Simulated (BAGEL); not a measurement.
# PBE0/def2-SVP (density fitting with qzvpp-jkfit) run of CH3ClF2Si (SMILES F[SiH](F)CCl)

What is the energy change on altering one bond length of CH3ClF2Si at PBE0/def2-SVP (density fitting with qzvpp-jkfit)? 

The calculation is run with BAGEL 1.2.2.

1 further run of the same task is left out (set aside as unsound or not needed).

## 1. The structure to begin with

The species is CH3ClF2Si (8 atoms), meant as a singlet with charge 0. SMILES: `F[SiH](F)CCl`. The shape is that of a GFN2-xTB optimisation. This is one conformer, not always the lowest.

Bond lengths: F1–Si2 1.598 Å, Si2–F3 1.593 Å, Si2–C4 1.898 Å, C4–Cl5 1.794 Å, Si2–H6 1.439 Å, C4–H7 1.088 Å, C4–H8 1.090 Å. Some angles: F1–Si2–F3 102.4°, F1–Si2–C4 107.3°, F3–Si2–C4 109.2°, Si2–C4–Cl5 110.9°, F1–Si2–H6 109.8°, F3–Si2–H6 109.5°, C4–Si2–H6 117.5°, Si2–C4–H7 112.6°, Si2–C4–H8 112.0°, Cl5–C4–H7 106.4°.

## 2. A single-point energy at PBE0/def2-SVP (density fitting with qzvpp-jkfit)

File input.json:

```json
{ "bagel" : [

{
  "title" : "molecule",
  "basis" : "svp",
  "df_basis" : "qzvpp-jkfit",
  "angstrom" : true,
  "geometry" : [
    { "atom" : "F", "xyz" : [      -0.112730,      -1.117290,       1.786310 ] },
    { "atom" : "Si", "xyz" : [       0.486400,      -0.021870,       0.788250 ] },
    { "atom" : "F", "xyz" : [       1.904910,      -0.641460,       0.410540 ] },
    { "atom" : "C", "xyz" : [      -0.617930,       0.000530,      -0.755770 ] },
    { "atom" : "Cl", "xyz" : [      -0.120740,       1.307930,      -1.878760 ] },
    { "atom" : "H", "xyz" : [       0.676380,       1.221160,       1.487100 ] },
    { "atom" : "H", "xyz" : [      -1.664230,       0.181480,      -0.518450 ] },
    { "atom" : "H", "xyz" : [      -0.552060,      -0.930490,      -1.319220 ] }
  ]
},

{
  "title" : "ks",
  "xc_func" : "pbe0"
},

{
  "title" : "print",
  "file" : "orbitals.molden",
  "orbitals" : true
}

]}
```

The run is started by

```sh
$ BAGEL_NUM_THREADS=1 BAGEL input.json > input.out
```

What it wrote:

```text
* using 1 threads per process

  ===============================================================
  ===============================================================

  *** Geometry ***

  { "atom" : "F", "xyz" : [     -0.213029,     -2.111372,      3.375637 ] },
  { "atom" : "Si", "xyz" : [      0.919163,     -0.041328,      1.489577 ] },
  { "atom" : "F", "xyz" : [      3.599758,     -1.212184,      0.775808 ] },
  { "atom" : "C", "xyz" : [     -1.167718,      0.001002,     -1.428198 ] },
  { "atom" : "Cl", "xyz" : [     -0.228166,      2.471629,     -3.550342 ] },
  { "atom" : "H", "xyz" : [      1.278173,      2.307658,      2.810212 ] },
  { "atom" : "H", "xyz" : [     -3.144939,      0.342947,     -0.979729 ] },
  { "atom" : "H", "xyz" : [     -1.043242,     -1.758371,     -2.492964 ] },

  Number of auxiliary basis functions:      539

  Since a DF basis is specified, we compute 2- and 3-index integrals:
    o Being stored without compression. Storage requirement is 0.037 GB

  Number of basis functions:       93
  Number of electrons      :       58

    * METHOD: MOLECULE                             0.24

  *** Kohn-Sham DFT ***

    * Removing 15183 points whose weight is below 1.00e-10
    * Grid points: 104065

  === Nuclear Repulsion ===
   295.1813248161

       - DIIS with orbital gradients will be used.

  === KS iteration (pbe0 / svp) ===
      0       -959.14296350          0.10237940           0.38
      1       -908.61096805          0.15217644           0.36
      2       -902.10973224          0.18180743           0.36
      3       -975.00283713          0.09283978           0.36
      4       -978.65651429          0.08208253           0.36
      5       -987.87754234          0.02736849           0.36
      6       -988.37973295          0.01218509           0.36
      7       -988.43400892          0.00813532           0.36
      8       -988.47244537          0.00183216           0.36
      9       -988.47459442          0.00039023           0.36
     10       -988.47467879          0.00011183           0.36
     11       -988.47468707          0.00003845           0.36
     12       -988.47468786          0.00001112           0.36
     13       -988.47468796          0.00000241           0.36
     14       -988.47468796          0.00000123           0.36
     15       -988.47468796          0.00000024           0.36
     16       -988.47468796          0.00000008           0.36
     17       -988.47468796          0.00000004           0.36
     18       -988.47468796          0.00000001           0.36
     19       -988.47468796          0.00000000           0.36
    * SCF iteration converged.

    * Permanent dipole moment:
           (    0.581270,    -0.148391,    -0.045023) a.u.

    * METHOD: KS                                   7.70

    * METHOD: PRINT                                0.02

  ===============================================================
```

Run time: 8.1 s. Hardware: 1 thread of Arm Neoverse V2, shared host; peak memory 0.49 GiB.

## 3. The distorted shape at the same level

File calc.json:

```json
{ "bagel" : [

{
  "title" : "molecule",
  "basis" : "svp",
  "df_basis" : "qzvpp-jkfit",
  "angstrom" : true,
  "geometry" : [
    { "atom" : "F", "xyz" : [   -0.261888,   -1.509512,    2.123209 ] },
    { "atom" : "Si", "xyz" : [    0.337242,   -0.414092,    1.125149 ] },
    { "atom" : "F", "xyz" : [    1.755752,   -1.033682,    0.747439 ] },
    { "atom" : "C", "xyz" : [   -0.767088,   -0.391692,   -0.418871 ] },
    { "atom" : "Cl", "xyz" : [   -0.120740,    1.307930,   -1.878760 ] },
    { "atom" : "H", "xyz" : [    0.527222,    0.828938,    1.823999 ] },
    { "atom" : "H", "xyz" : [   -1.813388,   -0.210742,   -0.181551 ] },
    { "atom" : "H", "xyz" : [   -0.701218,   -1.322712,   -0.982321 ] }
  ]
},
{
  "title" : "ks",
  "xc_func" : "pbe0"
},
{
  "title" : "print",
  "file" : "orbitals.molden",
  "orbitals" : true
}

]}
```

The run is started by

```sh
$ BAGEL_NUM_THREADS=1 BAGEL calc.json > calc.out
```

What it wrote:

```text
* using 1 threads per process

  ===============================================================
  ===============================================================

  *** Geometry ***

  { "atom" : "F", "xyz" : [     -0.494897,     -2.852564,      4.012284 ] },
  { "atom" : "Si", "xyz" : [      0.637295,     -0.782520,      2.126223 ] },
  { "atom" : "F", "xyz" : [      3.317890,     -1.953376,      1.412455 ] },
  { "atom" : "C", "xyz" : [     -1.449586,     -0.740191,     -0.791551 ] },
  { "atom" : "Cl", "xyz" : [     -0.228166,      2.471629,     -3.550342 ] },
  { "atom" : "H", "xyz" : [      0.996305,      1.566466,      3.446859 ] },
  { "atom" : "H", "xyz" : [     -3.426807,     -0.398245,     -0.343082 ] },
  { "atom" : "H", "xyz" : [     -1.325110,     -2.499563,     -1.856318 ] },

  Number of auxiliary basis functions:      539

  Since a DF basis is specified, we compute 2- and 3-index integrals:
    o Being stored without compression. Storage requirement is 0.037 GB

  Number of basis functions:       93
  Number of electrons      :       58

    * METHOD: MOLECULE                             0.24

  *** Kohn-Sham DFT ***

    * Removing 14511 points whose weight is below 1.00e-10
    * Grid points: 104737

  === Nuclear Repulsion ===
   277.4168252808

       - DIIS with orbital gradients will be used.

  === KS iteration (pbe0 / svp) ===
      0       -955.62406680          0.09739074           0.38
      1       -884.04029601          0.18867886           0.37
      2       -905.25288568          0.18134524           0.37
      3       -921.34539727          0.09948167           0.37
      4       -959.80950623          0.10790380           0.37
      5       -972.93283795          0.06469696           0.36
      6       -987.71081521          0.03077477           0.36
      7       -987.11798777          0.04217444           0.37
      8       -988.38232784          0.00744282           0.37
      9       -988.41480758          0.00304608           0.37
     10       -988.42086752          0.00090164           0.37
     11       -988.42111152          0.00058401           0.37
     12       -988.42144785          0.00006228           0.37
     13       -988.42145015          0.00004317           0.37
     14       -988.42145143          0.00000320           0.37
     15       -988.42145144          0.00000168           0.37
     16       -988.42145144          0.00000040           0.37
     17       -988.42145144          0.00000009           0.37
     18       -988.42145144          0.00000005           0.37
     19       -988.42145144          0.00000001           0.37
     20       -988.42145144          0.00000002           0.37
     21       -988.42145144          0.00000000           0.37
    * SCF iteration converged.

    * Permanent dipole moment:
           (    0.678656,     0.186393,    -0.384619) a.u.

    * METHOD: KS                                   8.59

    * METHOD: PRINT                                0.02

  ===============================================================
```

Wall time 9 s (1 thread of Arm Neoverse V2, shared host); peak memory 0.49 GiB.

## 4. Summary of results

At PBE0/def2-SVP (density fitting with qzvpp-jkfit):

```
                                                          quantity          value
                                         first shape: total energy  -988.47469 Eh
                                        first shape: dipole moment         1.53 D
                                          first shape: HOMO energy       -8.43 eV
                                          first shape: LUMO energy        0.21 eV
                                        first shape: HOMO–LUMO gap        8.64 eV
                                     distorted shape: total energy  -988.42145 Eh
                                    distorted shape: dipole moment         2.04 D
                                      distorted shape: HOMO energy       -8.48 eV
                                      distorted shape: LUMO energy       -3.42 eV
                                    distorted shape: HOMO–LUMO gap        5.06 eV
energy change with the C4–Cl5 bond stretched from 1.794 to 2.332 Å       1.449 eV
```

**Reading.** With the C4–Cl5 bond stretched from 1.794 to 2.332 Å the energy rises by 1.45 eV (33 kcal/mol). The first shape isn't relaxed at this level, so the change isn't measured from a minimum.
